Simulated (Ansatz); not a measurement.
**CH₆OSSi: up Jacob's ladder to CCSD(T)**

An exercise on one series of results from a longer session: the logs are not shown, and one member is left open.

Program: Ansatz 0.2.0, Gaussian basis. Level of theory: functionals in def2-TZVPP, the program's frozen cores in correlated methods. These are calculated values, not measurements.

Plan: LDA (SPW92), PBE-D4, revPBE-D4, BLYP-D4, r2SCAN-D4, B97M-V, PBE0-D4, B3LYP-D4, r2SCANh-D4, r2SCAN0-D4, HSE06-D4, BHLYP-D4, CAM-B3LYP-D4, LC-ωPBE, ωB97X-V, ωB97M-V, B2PLYP, PBE-QIDH; CCSD(T)/def2-SVP; CCSD(T)/def2-TZVPP; MP2/def2-QZVPP; extrapolation to the limit; RPA on PBE.

## The geometry

All runs share one geometry, relaxed beforehand with PBE0-D4 in a triple-zeta def2 set.

SMILES `[SiH3]OCS`, 10 atoms, charge 0, spin multiplicity 1.

Atoms are counted from 1 here; the program's logs count them from 0.

Bond lengths: Si1–O2 1.649 Å, Si1–H5 1.479 Å, Si1–H6 1.489 Å, Si1–H7 1.489 Å, O2–C3 1.400 Å, C3–S4 1.798 Å, C3–H8 1.096 Å, C3–H9 1.095 Å, S4–H10 1.343 Å. Angles: O2–Si1–H5 106.2°, O2–Si1–H6 110.5°, O2–Si1–H7 110.7°, H5–Si1–H6 110.6°, H5–Si1–H7 110.7°, H6–Si1–H7 108.2°, Si1–O2–C3 122.6°, O2–C3–S4 112.1°, O2–C3–H8 111.3°, O2–C3–H9 111.0°, S4–C3–H8 104.6°, S4–C3–H9 109.2°, H8–C3–H9 108.3°, C3–S4–H10 96.4°.

The first run:

Contents of in.yaml:

```yaml
crystal:
  periodic: [false, false, false]
  atoms:
    - {symbol: Si, position_ang: [0.135726, 1.632872, -0.205137]}
    - {symbol: O, position_ang: [-0.139493, 0.055515, -0.600053]}
    - {symbol: C, position_ang: [-0.245312, -0.955032, 0.363495]}
    - {symbol: S, position_ang: [-0.553054, -2.565173, -0.374832]}
    - {symbol: H, position_ang: [0.206574, 2.372741, -1.483953]}
    - {symbol: H, position_ang: [1.412839, 1.766492, 0.549625]}
    - {symbol: H, position_ang: [-0.964603, 2.160814, 0.647822]}
    - {symbol: H, position_ang: [-1.102165, -0.786177, 1.026352]}
    - {symbol: H, position_ang: [0.659483, -1.007649, 0.977354]}
    - {symbol: H, position_ang: [0.673004, -2.725604, -0.897873]}
basis:
  gaussian: {orbitals: def2-TZVPP}
hamiltonian: {xc: lda}
output: {orbitals: {seedname: orbitals}}
```

Started as:

```
> ansatz run in.yaml --threads 2 --pin off --events-out ev --progress --plain --max-ram 4352MiB
```

Among the steps run: LDA; PBE-D4 (GGA); revPBE-D4 (GGA); BLYP-D4 (GGA); r2SCAN-D4 (meta-GGA); B97M-V (meta-GGA); PBE0-D4 (hybrid); B3LYP-D4 (hybrid); r2SCANh-D4 (hybrid); r2SCAN0-D4 (hybrid); HSE06-D4 (hybrid); BHLYP-D4 (hybrid); CAM-B3LYP-D4 (range-separated); LC-ωPBE (range-separated); ωB97X-V (range-separated); ωB97M-V (range-separated); B2PLYP (double hybrid); PBE-QIDH (double hybrid).

One table of the session follows, with a row left open; its other results are not shown here.

It belongs to the step «Frontier levels by functional». 

| functional | HOMO (eV) | gap (eV) |
| --- | --- | --- |
| LDA (SPW92) | -6.11 | 5.03 |
| PBE-D4 | -5.99 | 5.15 |
| revPBE-D4 | -5.93 | 5.21 |
| BLYP-D4 | -5.82 | 5.10 |
| r2SCAN-D4 | -6.25 | 5.84 |
| B97M-V | -6.37 | 5.68 |
| PBE0-D4 | -7.22 | 7.26 |
| B3LYP-D4 | ? | ? |
| r2SCANh-D4 | -6.71 | 6.59 |
| r2SCAN0-D4 | -7.40 | 7.70 |
| HSE06-D4 | -6.82 | 6.48 |
| BHLYP-D4 | -8.33 | 9.18 |
| CAM-B3LYP-D4 | -8.58 | 9.56 |
| LC-ωPBE | -10.02 | 12.21 |
| ωB97X-V | -9.64 | 11.67 |
| ωB97M-V | -9.48 | 11.18 |

**Question.** Estimate the row for B3LYP-D4.

Worked estimate for «HOMO (eV)». Against the share of exact exchange, BLYP-D4 (0, -5.82), BHLYP-D4 (0.5, -8.33) give a slope of -5.02 per unit share; at 0.2 the line stands at -6.82.

As computed: HOMO (eV): -6.98; gap (eV): 6.77. In «HOMO (eV)» the line misses by +0.16.
